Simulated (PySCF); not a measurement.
# C4H7BrO: the cost of one run

Programs: PySCF 2.14.0, with routines of our own; each step states its level. All values are computed. Atoms count from 0.

## (1) The starting structure

13 atoms, charge 0, multiplicity 1; geometry from: GFN2-xTB.

## (2) Optimising the geometry at PBE0-D3(BJ)/def2-SVP

What the job is given:

```
{"job": {"xc": "PBE0", "basis": "def2-SVP", "d3": "d3bj", "grid": 1, "maxiter": 30, "shake": 0.01, "kind": "geom"}, "charge": 0, "multiplicity": 1}
C      2.001880    -0.202210     0.022880
O      0.746310    -0.800940    -0.296430
C     -0.337720    -0.308650     0.423560
C     -1.652980    -0.539610    -0.129480
C     -1.129320     0.841030    -0.112290
Br    -0.600380     1.647190    -1.769220
H      2.738830    -0.659730    -0.606910
H      2.251180    -0.318370     1.070170
H      1.959580     0.901540    -0.178620
H     -0.181550    -0.344280     1.524310
H     -1.738570    -1.046020    -1.072220
H     -2.489260    -0.785440     0.552460
H     -1.562180     1.598610     0.561480
```

On the command line:

```bash
$ OMP_NUM_THREADS=1 python heavy_run.py task.json out
```

This one command runs all jobs of the session in turn.

Q: Estimate the wall time and peak memory of this first job on 1 thread of Arm Neoverse V1, shared host.

About 51 s, with a peak of 0.53 GiB.
